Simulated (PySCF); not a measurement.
# TiH₅⁻: relaxation and vibrations of the singlet

Aim: relax TiH₅⁻ as a singlet from a trigonal bipyramidal start, check by its vibrations whether the end is a minimum, and collect its spectrum and constants.

Method: PBE0, basis Ti def2-TZVPD, H def2-TZVPD, no relativity, density fitting; program: PySCF 2.14.0.

## (1) Starting geometry

6 atoms, charge -1, spin multiplicity 1.

Bond lengths: Ti1–H2 1.680 Å, Ti1–H3 1.680 Å, Ti1–H4 1.680 Å, Ti1–H5 1.680 Å, Ti1–H6 1.680 Å. Angles: H2–Ti1–H3 180.0°, H2–Ti1–H4 90.0°, H2–Ti1–H5 90.0°, H2–Ti1–H6 90.0°, H3–Ti1–H4 90.0°, H3–Ti1–H5 90.0°, H3–Ti1–H6 90.0°, H4–Ti1–H5 120.0°, H4–Ti1–H6 120.0°, H5–Ti1–H6 120.0°.

```xyz
6
charge -1 multiplicity 1
Ti    0.0000    0.0000    0.0000
H     0.0000    0.0000    1.6800
H     0.0000    0.0000   -1.6800
H     1.6800    0.0000    0.0000
H    -0.8400    1.4549    0.0000
H    -0.8400   -1.4549    0.0000
```

## (2) First SCF at the start

The steps below are one call of a driver around PySCF. For each, scf.py gives the equivalent set-up of the SCF; relaxations use the driver's own optimiser. After this first run the driver tries any further starts and a stability analysis.

The input, scf.py:

```python
from pyscf import gto, scf, dft
mol = gto.M(atom='''
Ti     0.000000     0.000000     0.000000
H      0.000000     0.000000     1.680000
H      0.000000     0.000000    -1.680000
H      1.680000     0.000000     0.000000
H     -0.840000     1.454900     0.000000
H     -0.840000    -1.454900     0.000000''',
    basis={'Ti': 'def2-TZVPD', 'H': 'def2-TZVPD'},
    charge=-1, spin=0)
mf = dft.RKS(mol, xc='PBE0')
mf.grids.atom_grid = (50, 194)
aux = {'Ti': 'def2-universal-JKFIT', 'H': 'def2-universal-JKFIT'}
mf = mf.density_fit(auxbasis=aux)
mf.conv_tol = 1e-08
mf.diis_space = 10
mf.max_cycle = 60
mf.init_guess = 'minao'
mf.verbose = 4
mf.kernel()
```

Started as:

```sh
$ OMP_NUM_THREADS=4 python axn.py task.json out
```

The log of the run:

```text
init E= -851.600383843606
  HOMO = -0.298046860168828  LUMO = -0.162132936606316  gap/eV = 3.69841
cycle= 1 E= -852.105132881852  delta_E= -0.505  |g|= 0.369  |ddm|=    2
  HOMO = -0.0296430571764192  LUMO = 0.0796056079326388  gap/eV = 2.97281
cycle= 2 E= -852.05248483379  delta_E= 0.0526  |g|= 0.704  |ddm|= 0.624
  HOMO = -0.028682651670918  LUMO = 0.132536894624708  gap/eV = 4.38701
cycle= 3 E= -852.139169191407  delta_E= -0.0867  |g|= 0.165  |ddm|= 0.694
  HOMO = -0.0632687828348613  LUMO = 0.107710630417136  gap/eV = 4.65259
cycle= 4 E= -852.147110912147  delta_E= -0.00794  |g|= 0.0358  |ddm|= 0.302
  HOMO = -0.0613343471144896  LUMO = 0.11123211001291  gap/eV = 4.69577
cycle= 5 E= -852.147441983428  delta_E= -0.000331  |g|= 0.00182  |ddm|= 0.0535
  HOMO = -0.061484010062137  LUMO = 0.111126561380176  gap/eV = 4.69697
cycle= 6 E= -852.14744306177  delta_E= -1.08e-06  |g|= 0.00011  |ddm|= 0.00269
  HOMO = -0.0614828167463366  LUMO = 0.111108348366646  gap/eV = 4.69644
cycle= 7 E= -852.147443066588  delta_E= -4.82e-09  |g|= 3.55e-05  |ddm|= 0.000159
  HOMO = -0.0614863353001351  LUMO = 0.111117968764222  gap/eV = 4.69680
Extra cycle  E= -852.147443065569  delta_E= 1.02e-09  |g|= 7.95e-05  |ddm|= 0.00015
converged SCF energy = -852.147443065569
```

This step, with its further starts and checks, needed 4.8 s of wall time on 4 threads of Arm Neoverse V1, shared host.

Energies from each starting density:

| start | energy (Eh) |
| --- | --- |
| the minimal-basis guess | -852.147443 |
| a thermally smeared density | -852.147443 |
| a smeared PBE density | -852.147443 |

No lower closed-shell solution turned up from the other starts or in the test of internal stability.

## (3) Relaxation: trigonal bipyramidal start, singlet

The program finds D3h symmetry in the start, which this walk keeps. The walk stops when the largest gradient is under 0.0003 Eh/bohr and the energy has settled too.

scf.py: that of step 2 with these lines changed.

```diff
@@ -3,6 +3,6 @@
-Ti     0.000000     0.000000     0.000000
-H      0.000000     0.000000     1.680000
-H      0.000000     0.000000    -1.680000
-H      1.680000     0.000000     0.000000
-H     -0.840000     1.454900     0.000000
-H     -0.840000    -1.454900     0.000000''',
+Ti     0.000000     0.000000    -0.000000
+H      0.000000    -0.000000     1.680000
+H      0.000000    -0.000000    -1.680000
+H      1.679987    -0.000000     0.000000
+H     -0.839993     1.454911    -0.000000
+H     -0.839993    -1.454911    -0.000000''',
@@ -18 +17,0 @@
-mf.init_guess = 'minao'
```

Energy and gradient, step by step:

| step | energy (Eh) | change (kJ/mol) | largest symmetric gradient (Eh/bohr) |
| --- | --- | --- | --- |
| 0 | -852.147443 | 0.00 | 0.03137 |
| 1 | -852.153673 | -16.36 | 0.01770 |
| 2 | -852.156993 | -25.07 | 0.00384 |
| 3 | -852.157152 | -25.49 | 0.00080 |
| 4 | -852.157159 | -25.51 | 0.00038 |
| 5 | -852.157161 | -25.51 | 0.00024 |

The walk took 5 s.

Positions (Å) and forces (eV/Å) along the way:

```
step 0
Ti   0.000   0.000   0.000  -0.002   0.000   0.000
H    0.000   0.000   1.680   0.000   0.000   1.613
H    0.000   0.000  -1.680   0.000   0.000  -1.613
H    1.680   0.000   0.000   0.709   0.000   0.000
H   -0.840   1.455   0.000  -0.354   0.613   0.000
H   -0.840  -1.455   0.000  -0.354  -0.613   0.000
step 1
Ti   0.000   0.000   0.000  -0.002   0.000   0.000
H    0.000   0.000   1.732   0.001   0.000   0.910
H    0.000   0.000  -1.732   0.001   0.000  -0.910
H    1.703   0.000   0.000   0.405   0.000   0.000
H   -0.852   1.475   0.000  -0.202   0.349   0.000
H   -0.852  -1.475   0.000  -0.202  -0.349   0.000
step 3
Ti   0.000   0.000   0.000  -0.003   0.000   0.000
H    0.000   0.000   1.815   0.001   0.000   0.041
H    0.000   0.000  -1.815   0.001   0.000  -0.041
H    1.738   0.000   0.000  -0.016   0.000   0.000
H   -0.869   1.505   0.000   0.009  -0.015   0.000
H   -0.869  -1.505   0.000   0.009   0.015   0.000
step 5
Ti   0.000   0.000   0.000  -0.003   0.000   0.000
H    0.000   0.000   1.820   0.001   0.000   0.000
H    0.000   0.000  -1.820   0.001   0.000   0.000
H    1.737   0.000   0.000  -0.011   0.000   0.000
H   -0.869   1.505   0.000   0.007  -0.011   0.000
H   -0.869  -1.505   0.000   0.007   0.011   0.000
```

End point (D3h, 5 steps, 25.5 kJ/mol gained): Ti–H 1.737 Å (×3), Ti–H 1.820 Å (×2); H–Ti–H 90.0° (×6), H–Ti–H 120.0° (×3), H–Ti–H 180.0°.

## (4) Hessian and properties

On the finer grid the gradient is checked again; gradients at displacements of ±0.02 bohr then give force constants and infrared intensities.

scf.py: that of step 3 with these lines changed.

```diff
@@ -3,6 +3,6 @@
-Ti     0.000000     0.000000    -0.000000
-H      0.000000    -0.000000     1.680000
-H      0.000000    -0.000000    -1.680000
-H      1.679987    -0.000000     0.000000
-H     -0.839993     1.454911    -0.000000
-H     -0.839993    -1.454911    -0.000000''',
+Ti     0.000000    -0.000000    -0.000000
+H      0.000000     0.000000     1.819774
+H     -0.000000    -0.000000    -1.819774
+H      1.736162    -0.000000    -0.000000
+H     -0.868081     1.503560    -0.000000
+H     -0.868081    -1.503560     0.000000''',
@@ -12 +12 @@
-mf.grids.atom_grid = (50, 194)
+mf.grids.atom_grid = (75, 302)
@@ -15 +15 @@
-mf.conv_tol = 1e-08
+mf.conv_tol = 1e-10
```

This SCF starts from the last density.

Log of the central SCF (cycles and frontier levels):

```text
init E= -852.157176390585
  HOMO = -0.0669425138898974  LUMO = 0.101871159932496  gap/eV = 4.59365
cycle= 1 E= -852.15717639057  delta_E= 1.44e-11  |g|= 7.77e-07  |ddm|= 8.47e-07
  HOMO = -0.0669425533188877  LUMO = 0.101870830146965  gap/eV = 4.59365
Extra cycle  E= -852.157176390578  delta_E= -8.07e-12  |g|= 2.15e-06  |ddm|= 2.47e-06
converged SCF energy = -852.157176390578
```

The whole step took 21 s.

Geometry: D3h; Ti–H 1.736 Å (×3), Ti–H 1.820 Å (×2); H–Ti–H 90.0° (×6), H–Ti–H 120.0° (×3), H–Ti–H 180.0°.

Modes, for the most abundant isotopes:

```csv
symmetry,ω (cm⁻¹),IR (km/mol),μ (u),type
e',469i,483,1.03,bend
a2'',281,27.8,1.05,bend
e'',577,0.0,1.01,bend
e',624,144,1.04,bend
a2'',1349,1703,1.06,stretch
a1',1494,0.0,1.01,stretch
e',1587,1826,1.05,stretch
a1',1667,0.0,1.01,stretch
```

2 modes are imaginary, the largest at 469i cm⁻¹: a saddle point, not a minimum.

Properties at this point:

- Dipole moment about the centre of mass: 0.00 D
- Highest occupied level: -1.82 eV
- Lowest empty level: 2.77 eV
- Rotational constants: 1.85, 1.501, 1.501 cm⁻¹
- Zero-point energy (real modes): 62.0 kJ/mol
- Principal polarisabilities: 71.0, 71.0, 82.6 bohr³
- Principal traceless quadrupole moments about the centre of mass: -8.24, 4.12, 4.12 D Å

Populations by atom (charges in e):

| atom | Mulliken | Löwdin | polar tensor | Mayer order to Ti1 |
| --- | --- | --- | --- | --- |
| Ti1 | -0.83 | 0.08 | 1.35 | – |
| H2,3 | -0.07 | -0.23 | -0.59 | 0.88 |
| H4,5,6 | -0.01 | -0.20 | -0.39 | 0.97 |

Outer orbital energies (eV). occupied: -36.78, -36.78, -36.65, -4.49, -3.20, -3.13, -3.13, -1.82; empty: 2.77, 2.77, 2.77, 2.77.

Mulliken populations on Ti1: s 7.27, p 13.29, d 2.25, f 0.01.

## (5) Downhill along the imaginary mode

The atoms are moved a little along the softest imaginary mode and relaxed again.

The program finds C2v symmetry in the start, which this walk keeps.

scf.py: that of step 4 with these lines changed.

```diff
@@ -3,6 +3,6 @@
-Ti     0.000000    -0.000000    -0.000000
-H      0.000000     0.000000     1.819774
-H     -0.000000    -0.000000    -1.819774
-H      1.736162    -0.000000    -0.000000
-H     -0.868081     1.503560    -0.000000
-H     -0.868081    -1.503560     0.000000''',
+Ti    -0.004086     0.000000     0.000000
+H      0.119992    -0.000004     1.819774
+H      0.119992    -0.000004    -1.819774
+H      1.722765    -0.000064    -0.000000
+H     -0.884113     1.502039     0.000000
+H     -0.884225    -1.501973     0.000000''',
@@ -12 +12 @@
-mf.grids.atom_grid = (75, 302)
+mf.grids.atom_grid = (50, 194)
@@ -15 +15 @@
-mf.conv_tol = 1e-10
+mf.conv_tol = 1e-08
```

The optimiser's trace:

| step | energy (Eh) | change (kJ/mol) | largest symmetric gradient (Eh/bohr) |
| --- | --- | --- | --- |
| 0 | -852.157577 | 0.00 | 0.00249 |
| 1 | -852.157713 | -0.36 | 0.00253 |
| 2 | -852.157877 | -0.79 | 0.00262 |
| 3 | -852.158075 | -1.31 | 0.00272 |
| 4 | -852.158313 | -1.93 | 0.00279 |
| 5 | -852.158590 | -2.66 | 0.00281 |
| 6 | -852.158902 | -3.48 | 0.00274 |
| 7 | -852.159240 | -4.37 | 0.00260 |
| 8 | -852.159591 | -5.29 | 0.00253 |
| 9 | -852.159943 | -6.21 | 0.00272 |
| 10 | -852.161146 | -9.37 | 0.01308 |
| 11 | -852.162018 | -11.66 | 0.00353 |
| 12 | -852.162218 | -12.19 | 0.00260 |
| 13 | -852.162371 | -12.59 | 0.00058 |
| 14 | -852.162374 | -12.59 | 0.00039 |
| 15 | -852.162374 | -12.59 | 0.00024 |

The walk took 16 s.

Geometry (Å) and forces (eV/Å) at some steps:

```
step 0
Ti  -0.004   0.000   0.000  -0.128   0.000   0.000
H    0.120   0.000   1.820   0.082   0.000  -0.070
H    0.120   0.000  -1.820   0.082   0.000   0.070
H    1.723   0.000   0.000  -0.007   0.000   0.000
H   -0.884   1.502   0.000  -0.014   0.005   0.000
H   -0.884  -1.502   0.000  -0.014  -0.005   0.000
step 1
Ti  -0.010   0.000   0.000  -0.130   0.000   0.000
H    0.132   0.000   1.816   0.093   0.000  -0.056
H    0.132   0.000  -1.816   0.093   0.000   0.056
H    1.717   0.000   0.000  -0.017   0.000   0.000
H   -0.891   1.502   0.000  -0.020   0.010   0.000
H   -0.891  -1.502   0.000  -0.020  -0.010   0.000
step 8
Ti  -0.062   0.000   0.000  -0.121   0.000   0.000
H    0.258   0.000   1.782   0.130   0.000  -0.126
H    0.258   0.000  -1.782   0.130   0.000   0.126
H    1.657   0.000   0.000  -0.048   0.000   0.000
H   -0.961   1.501   0.000  -0.046   0.034   0.000
H   -0.961  -1.501   0.000  -0.046  -0.034   0.000
step 15
Ti  -0.137   0.000   0.000  -0.012   0.000   0.000
H    0.473   0.000   1.649   0.002   0.000   0.001
H    0.473   0.000  -1.649   0.002   0.000  -0.001
H    1.563   0.000   0.000   0.008   0.000   0.000
H   -1.091   1.505   0.000   0.000   0.002   0.000
H   -1.091  -1.505   0.000   0.000  -0.002   0.000
```

End point (C2v, 15 steps, 12.6 kJ/mol gained): Ti–H 1.700 Å, Ti–H 1.758 Å (×2), Ti–H 1.782 Å (×2); H–Ti–H 69.7° (×2), H–Ti–H 100.7° (×4), H–Ti–H 115.3°, H–Ti–H 122.4° (×2), H–Ti–H 139.4°.

## (6) Frequencies

As before: finer grid, then central differences.

scf.py: that of step 5 with these lines changed.

```diff
@@ -3,6 +3,6 @@
-Ti    -0.004086     0.000000     0.000000
-H      0.119992    -0.000004     1.819774
-H      0.119992    -0.000004    -1.819774
-H      1.722765    -0.000064    -0.000000
-H     -0.884113     1.502039     0.000000
-H     -0.884225    -1.501973     0.000000''',
+Ti    -0.019329     0.000001     0.000000
+H      0.591285    -0.000022     1.649122
+H      0.591285    -0.000022    -1.649122
+H      1.680939    -0.000062    -0.000000
+H     -0.972868     1.505686     0.000000
+H     -0.972980    -1.505614     0.000000''',
@@ -12 +12 @@
-mf.grids.atom_grid = (50, 194)
+mf.grids.atom_grid = (75, 302)
@@ -15 +15 @@
-mf.conv_tol = 1e-08
+mf.conv_tol = 1e-10
```

Log of the central SCF (cycles and frontier levels):

```text
init E= -852.162427474961
  HOMO = -0.0747114933654682  LUMO = 0.110918809830038  gap/eV = 5.05126
cycle= 1 E= -852.162427474849  delta_E= 1.13e-10  |g|= 2.35e-05  |ddm|= 2.57e-05
  HOMO = -0.0747172869073904  LUMO = 0.110913117557781  gap/eV = 5.05126
cycle= 2 E= -852.162427473806  delta_E= 1.04e-09  |g|= 7.13e-05  |ddm|= 7.55e-05
  HOMO = -0.0747132686290488  LUMO = 0.110917384115428  gap/eV = 5.05127
cycle= 3 E= -852.162427474965  delta_E= -1.16e-09  |g|= 1.45e-06  |ddm|= 5.67e-05
  HOMO = -0.0747131202088296  LUMO = 0.110917377648898  gap/eV = 5.05126
cycle= 4 E= -852.162427474972  delta_E= -7.05e-12  |g|= 2.41e-08  |ddm|= 1.08e-06
  HOMO = -0.0747131235968825  LUMO = 0.110917375775903  gap/eV = 5.05126
Extra cycle  E= -852.162427474967  delta_E= 5e-12  |g|= 9.05e-09  |ddm|= 6.08e-08
converged SCF energy = -852.162427474967
```

The whole step needed 34 s of wall time on 4 threads of Arm Neoverse V1, shared host.

Geometry: C2v; Ti–H 1.700 Å, Ti–H 1.759 Å (×2), Ti–H 1.782 Å (×2); H–Ti–H 69.7° (×2), H–Ti–H 100.7° (×4), H–Ti–H 115.3°, H–Ti–H 122.3° (×2), H–Ti–H 139.4°.

Wavenumbers (cm⁻¹): 282i, 402, 507, 540, 596, 596, 819, 1486, 1490, 1490, 1554, 1675. These are not to be trusted: the point is only loosely found or the SCF state changes between the displacements.

## (7) Leaving the saddle point

The start is the last point, displaced along its most imaginary mode.

The program finds Cs symmetry in the start, which this walk keeps. Threshold on the gradient: 0.0003 Eh/bohr, with a further test on the energy change.

scf.py: that of step 6 with these lines changed.

```diff
@@ -3,6 +3,6 @@
-Ti    -0.019329     0.000001     0.000000
-H      0.591285    -0.000022     1.649122
-H      0.591285    -0.000022    -1.649122
-H      1.680939    -0.000062    -0.000000
-H     -0.972868     1.505686     0.000000
-H     -0.972980    -1.505614     0.000000''',
+Ti    -0.019292    -0.003418     0.000000
+H      0.591326     0.119978     1.649122
+H      0.591326     0.119978    -1.649122
+H      1.680973    -0.072731    -0.000000
+H     -0.963706     1.503333     0.000000
+H     -0.982068    -1.507966    -0.000000''',
@@ -12 +12 @@
-mf.grids.atom_grid = (75, 302)
+mf.grids.atom_grid = (50, 194)
@@ -15 +15 @@
-mf.conv_tol = 1e-10
+mf.conv_tol = 1e-08
```

Energy and gradient, step by step:

| step | energy (Eh) | change (kJ/mol) | largest symmetric gradient (Eh/bohr) |
| --- | --- | --- | --- |
| 0 | -852.162553 | 0.00 | 0.00104 |
| 1 | -852.162598 | -0.12 | 0.00066 |
| 2 | -852.164120 | -4.11 | 0.00519 |
| 3 | -852.164206 | -4.34 | 0.00976 |
| 4 | -852.164414 | -4.89 | 0.00378 |
| 5 | -852.164486 | -5.07 | 0.00097 |
| 6 | -852.164498 | -5.11 | 0.00094 |
| 7 | -852.164504 | -5.12 | 0.00170 |
| 8 | -852.164506 | -5.13 | 0.00197 |
| 9 | -852.164508 | -5.13 | 0.00212 |
| 10 | -852.164511 | -5.14 | 0.00209 |
| 11 | -852.164513 | -5.15 | 0.00193 |
| 12 | -852.164515 | -5.15 | 0.00170 |
| 13 | -852.164518 | -5.16 | 0.00138 |
| 14 | -852.164525 | -5.18 | 0.00114 |
| 15 | -852.164536 | -5.21 | 0.00087 |
| 16 | -852.164548 | -5.24 | 0.00044 |
| 17 | -852.164556 | -5.26 | 0.00020 |
| 18 | -852.164558 | -5.27 | 0.00019 |

The walk took 20 s.

It settles in C4v symmetry, 5.3 kJ/mol below the start, after 18 steps: Ti–H 1.746 Å (×4), Ti–H 1.796 Å; H–Ti–H 80.3° (×2), H–Ti–H 80.7° (×2), H–Ti–H 113.9° (×3), H–Ti–H 114.3°, H–Ti–H 132.0° (×2).

## (8) Is it a minimum? Harmonic modes

The same treatment as at the point before.

scf.py: that of step 7 with these lines changed.

```diff
@@ -3,6 +3,6 @@
-Ti    -0.019292    -0.003418     0.000000
-H      0.591326     0.119978     1.649122
-H      0.591326     0.119978    -1.649122
-H      1.680973    -0.072731    -0.000000
-H     -0.963706     1.503333     0.000000
-H     -0.982068    -1.507966    -0.000000''',
+Ti    -0.011172    -0.016343    -0.000000
+H      0.389538     0.569827     1.595208
+H      0.389538     0.569827    -1.595208
+H      1.706445    -0.330420     0.000000
+H     -0.927370     1.470074     0.000000
+H     -1.024631    -1.498860    -0.000000''',
@@ -12 +12 @@
-mf.grids.atom_grid = (50, 194)
+mf.grids.atom_grid = (75, 302)
@@ -15 +15 @@
-mf.conv_tol = 1e-08
+mf.conv_tol = 1e-10
```

Log of the central SCF (cycles and frontier levels):

```text
init E= -852.164581190962
  HOMO = -0.0868728632059213  LUMO = 0.111344234510237  gap/eV = 5.39376
cycle= 1 E= -852.164581190949  delta_E= 1.25e-11  |g|= 6.59e-06  |ddm|= 6.78e-06
  HOMO = -0.0868737986829897  LUMO = 0.111342519041259  gap/eV = 5.39374
Extra cycle  E= -852.164581190864  delta_E= 8.49e-11  |g|= 2.05e-05  |ddm|= 2.09e-05
converged SCF energy = -852.164581190864
```

The whole step took 23 s.

Geometry: C4v; Ti–H 1.746 Å (×4), Ti–H 1.796 Å; H–Ti–H 80.5° (×4), H–Ti–H 114.0° (×4), H–Ti–H 132.0° (×2).

Harmonic modes (main isotopes):

| symmetry | ω (cm⁻¹) | IR (km/mol) |
| --- | --- | --- |
| e | 304 | 44.8 |
| b1 | 458 | 0.0 |
| e | 548 | 304 |
| a1 | 655 | 40.3 |
| b2 | 741 | 0.0 |
| b1 | 1485 | 0.0 |
| a1 | 1487 | 994 |
| e | 1530 | 2270 |
| a1 | 1664 | 49.8 |

No imaginary mode, so this is a minimum.

Constants and moments:

| Quantity | Value |
| --- | --- |
| Dipole moment about the centre of mass | 1.59 D |
| Highest occupied level | -2.36 eV |
| Lowest empty level | 3.03 eV |
| Rotational constants | 1.643, 1.622, 1.622 cm⁻¹ |
| Zero-point energy | 67.3 kJ/mol |
| Principal polarisabilities | 64.1, 73.3, 73.3 bohr³ |
| Principal traceless quadrupole moments about the centre of mass | -0.06, -0.06, 0.12 D Å |
| Entropy at 298.15 K and 1 bar | 246.8 J/(mol K) |
| Heat capacity Cp at 298.15 K | 70.8 J/(mol K) |
| Enthalpy at 298.15 K above 0 K | 14.43 kJ/mol |
| Rotational symmetry number | 4 |

Charges (e) and bond orders:

```
    atom  Mulliken  Löwdin  polar tensor  Mayer order to Ti1
     Ti1     -0.82    0.01          1.15                   –
H2,3,4,5     -0.02   -0.20         -0.40                0.96
      H6     -0.12   -0.21         -0.53                0.96
```

Outer orbital energies (eV). occupied: -36.19, -36.04, -36.04, -4.34, -3.06, -2.50, -2.36, -2.36; empty: 3.03, 3.03, 3.15, 3.29.

Mulliken populations on Ti1: s 7.19, p 13.18, d 2.44, f 0.01.

## (9) Stability of the closed shell

At the lowest minimum the closed shell is tested against spin polarisation, on the (50, 194) grid. It is stable.

## (10) The points found, side by side

| spin | group | bonds | imaginary modes (cm⁻¹) | ΔE (kJ/mol) | with zero-point energy |
| --- | --- | --- | --- | --- | --- |
| singlet | C4v | Ti–H 1.746 Å (×4), Ti–H 1.796 Å | none | 0.0 | 0.0 |
| singlet | D3h | Ti–H 1.736 Å (×3), Ti–H 1.820 Å (×2) | 469i, 469i | 19.4 | – |

## (11) What came out

```
                            quantity                                                                                       value
                             minimum                                                                                singlet, C4v
                            geometry  Ti–H 1.746 Å (×4), Ti–H 1.796 Å; H–Ti–H 80.5° (×4), H–Ti–H 114.0° (×4), H–Ti–H 132.0° (×2)
                  wavenumbers (cm⁻¹)   304 (e), 458 (b1), 548 (e), 655 (a1), 741 (b2), 1485 (b1), 1487 (a1), 1530 (e), 1664 (a1)
      dipole moment (centre of mass)                                                                                      1.59 D
highest occupied, lowest empty level                                                                              -2.36, 3.03 eV
          polar-tensor charge of Ti1                                                                                     +1.15 e
                   zero-point energy                                                                                 67.3 kJ/mol
                 entropy at 298.15 K                                                                             246.8 J/(mol K)
```

**Reading.** The trigonal bipyramidal start (D3h) ends in a minimum of C4v symmetry, after a stop at a second-order saddle point 19.4 kJ/mol higher, from which it was pushed off along an imaginary mode. The strongest infrared band lies at 1530 cm⁻¹ (e, stretch). Only this shape and spin were tried, so other structures or states may lie lower.

The search up to here needed 2.1 min of wall time on 4 threads of Arm Neoverse V1, shared host.
